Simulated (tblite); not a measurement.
# CH5O4PSi: the cost of one run

Programs: tblite 0.8.0 and PySCF 2.14.0. All values are calculated, for the isolated system unless a continuum is named. Atoms count from 0, parts from 1.

### 1 The system as given

12 atoms, charge 0, multiplicity 3; geometry: distance geometry start.

### 2 Geometry optimisation with GFN2-xTB

What the job is given:

```
{"job": {"kind": "relax", "xc": "GFN2-xTB", "basis": "xTB"}, "charge": 0, "multiplicity": 3}
C      0.895217    -0.667623     0.045306
Si     2.525648     0.181077     0.586011
O      0.264277     0.179643    -0.828640
P     -1.415322     0.196741    -0.657575
O     -1.870696     1.511173    -1.209035
O     -2.176950    -1.018458    -1.521225
O     -1.933064     0.169950     0.970424
H      2.424118     0.510301     2.021326
H      3.674220    -0.687670     0.343193
H      2.648954     1.389431    -0.184081
H     -2.131616    -1.897349    -1.200024
H     -2.913776     0.113847     0.924387
```

Method: GFN2-xTB geometry optimisation, gas phase.

Launch:

```sh
> OMP_NUM_THREADS=1 python cluster_run.py task.json out
```

This one command runs all jobs of the session in turn.

**Question.** How long does this first job take on 1 thread of AMD EPYC 9R45, shared host?

About 3.7 s.
